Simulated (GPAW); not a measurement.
Runs of GPAW 26.7.0 on InSb3. Symmetry: Pm-3m, No. 221, cubic system. The conventional cell has a = 4.806 Å, b = 4.806 Å, c = 4.806 Å, α = 90.00°, β = 90.00°, γ = 90.00°. Sb (site symmetry 4/mmm) has 8 Sb at 3.40 Å and 4 In at 3.40 Å as nearest neighbours. In (site symmetry m-3m) is surrounded by 12 Sb at 3.40 Å. The cell comes from a database or a generator and needn't be the stable form of this composition.

| task | level | potentials or basis | cell | cutoff (eV) | maxiter | optimizer | fmax | max steps | convergence | gap on the mesh (eV) | pressure (GPa) | relaxed volume (Å³/atom) |
| --- | --- | --- | --- | --- | --- | --- | --- | --- | --- | --- | --- | --- |
| relaxation of cell and atoms | PBEsol+D3 | PAW data sets generated in the run's folder for this functional, pw | relaxed | 600 | 150 | BFGS | 0.02 eV/Å | 60 | density=1e-05 forces=0.0001 | none | 0.0 | 25.81 |
| relaxation of cell and atoms | PBEsol | PAW data sets generated in the run's folder for this functional, pw | relaxed | 600 | 150 | BFGS | 0.02 eV/Å | 60 | density=1e-05 forces=0.0001 | none | 0.0 | (a) |
| single point | PBE | GPAW PAW data sets (gpaw-data 1.2.1), pw | as given | 450 | 120 | - | - | - | default | none | -1.7 | - |
| relaxation of cell and atoms | PBEsol+D3(BJ)+ATM | PAW data sets generated in the run's folder for this functional, pw | relaxed | 600 | 150 | BFGS | 0.02 eV/Å | 60 | density=1e-05 forces=0.0001 | none | -0.1 | 25.28 |
| relaxation of cell and atoms | PBEsol+D4 | PAW data sets generated in the run's folder for this functional, pw | relaxed | 600 | 150 | BFGS | 0.02 eV/Å | 60 | density=1e-05 forces=0.0001 | none | -0.1 | 25.63 |
| relaxation of cell and atoms | PBEsol+D3(BJ) | PAW data sets generated in the run's folder for this functional, pw | relaxed | 600 | 150 | BFGS | 0.02 eV/Å | 60 | density=1e-05 forces=0.0001 | none | -0.1 | (b) |

Alike in all rows: no spin polarisation; k mesh 5 × 5 × 5; smearing fermi-dirac 0.05 eV.

Task: Fill in the values left out.

Result: (a) 26.36; (b) 25.14.

Caveats: later steps reuse the first step's grids (some runs); pairwise dispersion overbinds metals, which lowers pressure and volume (some runs); the cutoff is short for stress and forces, so pressures can be off by a GPa or more (some runs).

A k mesh can miss the band edges, and the runs leave out spin-orbit coupling on In, Sb.

A gap of «none» marks a metal or a gap under the smearing width.
